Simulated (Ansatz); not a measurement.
# C2H7AlOS: the cost of one run

Method: UKS r2SCAN-D4/STO-3G, in Ansatz 0.2.0.

## 1. Starting point

Bond lengths: Al1–S2 2.637 Å, Al1–O3 1.659 Å, Al1–C4 2.300 Å, O3–C4 1.430 Å, Al1–C6 1.979 Å, S2–H7 1.332 Å, C4–H8 1.094 Å, C4–H9 1.091 Å, C6–H10 1.092 Å, C6–H11 1.092 Å, C6–H12 1.092 Å. Angles (14 of 20 angles, heavy atoms first): S2–Al1–O3 110.4°, S2–Al1–C4 78.0°, S2–Al1–C6 111.2°, O3–Al1–C4 38.2°, O3–Al1–C6 138.4°, C4–Al1–C6 157.9°, Al1–O3–C4 95.9°, Al1–C4–O3 45.9°, Al1–S2–H7 90.9°, Al1–C4–H8 106.3°, Al1–C4–H9 142.2°, O3–C4–H8 110.6°, O3–C4–H9 108.7°, Al1–C6–H10 110.4°.

Structure file:

```xyz
12

Al   -0.2299   -0.1790   -0.3815
S     1.1655    1.9360    0.3494
O     0.5303   -1.5699    0.1091
C     1.0697   -1.0251    1.3167
H     1.2562    0.3455    1.1941
C    -1.8800    0.3466   -1.3395
H     2.2411    1.4712   -0.2848
H     0.3946   -1.2102    2.1571
H     2.0354   -1.4936    1.5109
H    -2.1756    1.3602   -1.0619
H    -2.7212   -0.3249   -1.1553
H    -1.6861    0.3432   -2.4140
```

## 2. Run 1

150 steps of 0.5 fs at constant energy, with velocities drawn for 1000 K.

Input file input.yaml:

```yaml
crystal:
  periodic: [false, false, false]
  atoms:
    - { symbol: Al, position_ang: [-0.2299, -0.179, -0.3815] }
    - { symbol: S, position_ang: [1.1655, 1.936, 0.3494] }
    - { symbol: O, position_ang: [0.5303, -1.5699, 0.1091] }
    - { symbol: C, position_ang: [1.0697, -1.0251, 1.3167] }
    - { symbol: H, position_ang: [1.2562, 0.3455, 1.1941] }
    - { symbol: C, position_ang: [-1.88, 0.3466, -1.3395] }
    - { symbol: H, position_ang: [2.2411, 1.4712, -0.2848] }
    - { symbol: H, position_ang: [0.3946, -1.2102, 2.1571] }
    - { symbol: H, position_ang: [2.0354, -1.4936, 1.5109] }
    - { symbol: H, position_ang: [-2.1756, 1.3602, -1.0619] }
    - { symbol: H, position_ang: [-2.7212, -0.3249, -1.1553] }
    - { symbol: H, position_ang: [-1.6861, 0.3432, -2.414] }
magnetization:
  spin_polarized: true
basis:
  gaussian: { orbitals: STO-3G }
hamiltonian:
  xc: r2scan
  dispersion: d4
md:
  timestep: 0.5
  n_steps: 150
  ensemble: nve
  temperature: 1000.0
  initial_velocities: maxwell_boltzmann
  seed: 883712
```

The run is started by

```sh
ansatz run input.yaml --threads 1 --pin off --max-ram 2048MiB --backend cpu --events-out ev --progress --plain --runs-dir out
```

**Question.** How long does this run take on 1 thread of Arm Neoverse V1, shared host, and how much memory does it need?

About 18 min, with a peak of 0.18 GiB.
